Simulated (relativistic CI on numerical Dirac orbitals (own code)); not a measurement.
**Os L (Os⁴⁹⁺): levels and lines**

The task is the spectrum of Os⁴⁹⁺: levels, purity of their labels, lifetimes and lines; further runs change one setting each.

Method: Dirac-Coulomb-Breit CI, KLI orbitals optimised for each configuration, model QED (radiative potential, 1s self-energy scaled to tabulated hydrogen-like ionisation energies). Code: relativistic CI on numerical Dirac orbitals (own code) version 2.

## 1. The system

- ion: Os⁴⁹⁺ (Os L)
- nuclear charge: 76
- electrons: 27
- isotope: A = 192
- first configuration typed: [Ar] 3d9

The outer shells:

first configuration typed
```
[Ar] core
3d [↑↓][↑↓][↑↓][↑↓][↑ ]
```

## 2. Base run

The run's settings:

```ini
atom Os  Z=76  charge=49  electrons=27
nucleus A=192  rms_radius_fm=5.4126
hamiltonian dirac-coulomb  breit=on  qed=on  c_scale=1
orbitals kli  potential=per-configuration
slater_scale 1
correlation none
mixing on
configurations
  [Ar] 3d9
  [Ne] 3s2 3p5 3d10
  [Ne] 3s 3p6 3d10
  [Ar] 3d8 4s
  [Ar] 3d8 4p
  [Ne] 3s2 3p4 3d10 4s
  [Ar] 3d8 4d
  [Ne] 3s2 3p4 3d10 4p
  [Ne] 3s2 3p5 3d9 4s
  [Ar] 3d8 4f
  [Ne] 3s2 3p4 3d10 4d
  [Ne] 3s 3p5 3d10 4s
  [Ne] 3s2 3p5 3d9 4p
  [Ne] 3s 3p5 3d10 4p
  [Ar] 3d7 4s2
  [Ne] 3s2 3p5 3d9 4d
end
```

## 3. The first configuration alone

The run's settings:

```ini
atom Os  Z=76  charge=49  electrons=27
nucleus A=192  rms_radius_fm=5.4126
hamiltonian dirac-coulomb  breit=on  qed=on  c_scale=1
orbitals kli  potential=per-configuration
slater_scale 1
correlation none
mixing on
configurations
  [Ar] 3d9
end
```

## 4. The first 3 configurations alone

Changes to the settings of step 3:

```diff
@@ -9,2 +9,4 @@
   [Ar] 3d9
+  [Ne] 3s2 3p5 3d10
+  [Ne] 3s 3p6 3d10
 end
```

(Steps that only read results are left out.)

**Question.** What will these runs give? Wanted: lowest level; first excitation; lowest level of the other parity; fastest E1 line; ionisation energy.

As calculated:

| run | time | mean size of shift, levels followed (cm⁻¹) | lowest level | ionisation energy (eV) |
| --- | --- | --- | --- | --- |
| main run | 0.47 s | 0 | 3d9 2D5/2 | 4500.3 |
| the first configuration alone | 0.027 s | 223 | 3d9 2D5/2 | - |
| the first 3 configurations alone | 0.056 s | 4507 | 3d9 2D5/2 | - |

The tabulated theoretical ionisation energy (NIST) is 4501 eV.

```
                                                                        quantity                                               value
                                                                    lowest level                                           3d9 2D5/2
                                                                first excitation                              3d9 2D3/2, 612823 cm⁻¹
                                                lowest level of the other parity                          3p5 3d10 2P°3/2, 473.34 eV
                                                             levels in the model                                                 499
fastest E1 line (by rate) to the lowest level among the lowest 200 of 499 levels  0.5356 nm, from 3d8 4f [3d5/2^4 4f7/2] J=7/2° (ii)
                                                               ionisation energy                                           4500.3 eV
                                 ionisation energy, tabulated theoretical (NIST)                                             4501 eV
```

3d9 2D5/2 comes out lowest; its LS label holds 100 % and its jj label 100 %; over the low levels the means are 72 and 100 %, so jj coupling describes them better. The ionisation energy agrees with the tabulated theoretical value within its uncertainty of 4 eV. The largest mover is «the first 3 configurations alone» (4507 cm⁻¹ on average). Lifetimes count radiative decay inside the model alone.
